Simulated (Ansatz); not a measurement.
# C2H5BSe: the cost of one run

Program: Ansatz 0.2.0 through its Python package. Level of theory: B3LYP+D4/def2-SVP. These are calculated values, not measurements.

**1. The system**

Bond lengths: C1–B2 1.531 Å, B2–C3 1.549 Å, B2–Se4 2.093 Å, C3–Se4 1.767 Å, C1–H5 1.152 Å, C1–H6 1.162 Å, C1–H7 1.118 Å, C3–H8 1.096 Å, C3–H9 1.140 Å. Angles (14 of 16 angles, heavy atoms first): C1–B2–C3 144.1°, C1–B2–Se4 150.0°, C3–B2–Se4 55.6°, B2–C3–Se4 78.0°, B2–Se4–C3 46.4°, B2–C1–H5 111.1°, B2–C1–H6 111.0°, B2–C1–H7 113.6°, B2–C3–H8 114.9°, B2–C3–H9 114.3°, Se4–C3–H8 119.8°, Se4–C3–H9 114.2°, H5–C1–H6 104.7°, H5–C1–H7 108.8°.

No structure file is read: the coordinates are typed or built in the script.

**2. Script**

The input, run_scan.py:

```python
'''Potential curve of C2H5BSe along one bond.'''

import ansatz as az
import numpy as np

geometry_ang = [
    ('C', (-0.2254, 1.1956, -0.7189)),
    ('B', (0.0319, -0.259, -0.3152)),
    ('C', (0.3955, -1.1864, 0.8716)),
    ('Se', (-0.6424, -2.2296, -0.1063)),
    ('H', (-0.5483, 1.268, -1.822)),
    ('H', (-1.115, 1.6428, -0.1204)),
    ('H', (0.6534, 1.8674, -0.5553)),
    ('H', (0.05, -0.8376, 1.8514)),
    ('H', (1.4888, -1.5076, 0.8981)),
]
geometry = az.Crystal.molecule()
for symbol, xyz in geometry_ang:
    geometry = geometry.atom(symbol, xyz)

symbols = [site.symbol for site in geometry.cartesian_sites]
start = np.array([site.position_ang for site in geometry.cartesian_sites])
axis = (start[4] - start[0]) / np.linalg.norm(start[4] - start[0])
moving = [4]
lengths, energies = [1.013, 1.06, 1.106, 1.152, 1.198, 1.244, 1.29, 1.359], []
for length in lengths:
    xyz = start.copy()
    xyz[moving] += (length - np.linalg.norm(start[4] - start[0])) * axis
    point = az.Crystal.molecule()
    for symbol, place in zip(symbols, xyz):
        point = point.atom(symbol, place.tolist())
    base = point.calculation()
    base = base.basis(gaussian='def2-SVP')
    base = base.functional('b3lyp', dispersion='d4')
    r = base.run(threads=1, pin='off').report
    energies.append(r['free_energy_ev'])
    print(f'r = {length:6.3f} A  E = {energies[-1]:.5f} eV  <S^2> = {abs(r["mean_field"]["state"]["spin_squared"]):.3f}')

# quartic fit about the minimum
fit = np.polynomial.Polynomial.fit(lengths, np.array(energies) - min(energies), 4).convert()
roots = [r.real for r in fit.deriv().roots() if abs(r.imag) < 1e-9 and fit.deriv(2)(r.real) > 0]
r_e = min(roots, key=lambda r: abs(r - lengths[int(np.argmin(energies))]))
print(f'minimum of the fit at {r_e:.4f} A, force constant {fit.deriv(2)(r_e):.2f} eV/A^2')
```

**3. The input behind the calls**

The engine receives this input (first run):

```yaml
crystal:
  periodic: [false, false, false]
  atoms:
    - { symbol: C, position_ang: [-0.2254, 1.1956, -0.7189] }
    - { symbol: B, position_ang: [0.0319, -0.259, -0.3152] }
    - { symbol: C, position_ang: [0.3955, -1.1864, 0.8716] }
    - { symbol: Se, position_ang: [-0.6424, -2.2296, -0.1063] }
    - { symbol: H, position_ang: [-0.5094211931944186, 1.2592826707565064, -1.6891811341367702] }
    - { symbol: H, position_ang: [-1.115, 1.6428, -0.1204] }
    - { symbol: H, position_ang: [0.6534, 1.8674, -0.5553] }
    - { symbol: H, position_ang: [0.05, -0.8376, 1.8514] }
    - { symbol: H, position_ang: [1.4888, -1.5076, 0.8981] }
basis:
  gaussian:
    orbitals: def2-SVP
hamiltonian:
  xc: b3lyp
  dispersion: d4
```

**4. Launch**

Command:

```console
python run_scan.py
```

**Question.** How long does this script take on 1 thread of Arm Neoverse V1, shared host, and how much memory does it need?

About 30 s, with a peak of 0.27 GiB.
